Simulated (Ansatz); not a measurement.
Below is the output of a Python script on the Python package of Ansatz (0.2.0) that makes a single point in a Gaussian basis of C₂H₈OSSi, SMILES C[Si](C)(O)S. Write a script that gives it. Use: B3LYP, def2-SVP basis, multiplicity 1.

```xyz
13

C    -1.5616    0.1986    0.0044
Si    0.1766    0.1019   -0.4774
C     1.1059   -0.7766    0.8314
O     0.4522   -0.5952   -1.9693
S     0.9733    2.0860   -0.6616
H    -1.7307    0.7725    0.9504
H    -2.0392   -0.7449    0.0889
H    -2.1366    0.8183   -0.7673
H     1.0444   -0.2562    1.8534
H     2.2059   -0.8249    0.6211
H     0.7685   -1.8040    0.9884
H     0.0884   -1.5117   -2.0476
H     0.6734    2.5013    0.5999
```

```console
$ python energy_c2h8ossi.py
E = -22958.960103 eV = -843.7262216 Ha
converged: True  doubts: none
HOMO -6.581 eV, LUMO 0.266 eV, gap 6.848 eV
```

One script that gives this output:

`energy_c2h8ossi.py`:
```python
"""Single point of C2H8OSSi."""

from pathlib import Path

import ansatz as az

BASIS = "def2-SVP"
XC = "b3lyp"


def main() -> None:
    geometry_ang = [
        ("C", [-1.5616, 0.1986, 0.0044]),
        ("Si", [0.1766, 0.1019, -0.4774]),
        ("C", [1.1059, -0.7766, 0.8314]),
        ("O", [0.4522, -0.5952, -1.9693]),
        ("S", [0.9733, 2.086, -0.6616]),
        ("H", [-1.7307, 0.7725, 0.9504]),
        ("H", [-2.0392, -0.7449, 0.0889]),
        ("H", [-2.1366, 0.8183, -0.7673]),
        ("H", [1.0444, -0.2562, 1.8534]),
        ("H", [2.2059, -0.8249, 0.6211]),
        ("H", [0.7685, -1.804, 0.9884]),
        ("H", [0.0884, -1.5117, -2.0476]),
        ("H", [0.6734, 2.5013, 0.5999]),
    ]
    molecule = az.Crystal.molecule()
    for symbol, xyz in geometry_ang:
        molecule = molecule.atom(symbol, xyz)

    calc = (
        molecule.calculation()
        .basis(gaussian=BASIS)
        .functional(XC)
        .orbitals()
    )
    res = calc.run(runs_dir="runs")
    rep = res.report

    print(f"E = {rep['free_energy_ev']:.6f} eV = {rep['free_energy_ev'] / 27.211386246:.7f} Ha")
    print("converged:", rep["converged"], " doubts:", rep["published_state_doubts"] or "none")

    lines = Path(rep["orbitals_path"]).read_text().splitlines()
    field_of = lambda key: [line.split("=")[1].strip() for line in lines if line.startswith(key)]
    orbitals = [(27.211386 * float(e), s, float(n)) for e, s, n in zip(field_of("Ene="), field_of("Spin="), field_of("Occup="))]
    homo = max(e for e, _, n in orbitals if n > 0.5)
    lumo = min(e for e, _, n in orbitals if n < 0.5)
    print(f"HOMO {homo:.3f} eV, LUMO {lumo:.3f} eV, gap {lumo - homo:.3f} eV")


if __name__ == "__main__":
    main()
```

Caveats:
- Total energies depend on the basis set; only differences at equal settings carry meaning.
- The geometry is a force-field or estimated start, not a minimum of this method, and the basis set is short of its limit.
- b3lyp holds the VWN-RPA fit, as in Gaussian; the form of ORCA and Turbomole is b3lyp5.
- Levels such as HOMO and LUMO are orbital energies: with these approximate functionals they aren't the ionisation energy and electron affinity, and their gap isn't the fundamental gap.
- Hardware and time: 2.8 s on 1 thread of Intel(R) Xeon(R) 6975P-C (Granite Rapids), on a shared host, peak memory 0.35 GiB.

(A comment or docstring line of the script was reworded after the run, the code is as it ran; lines on the test bed's own set-up are left out of the output.)
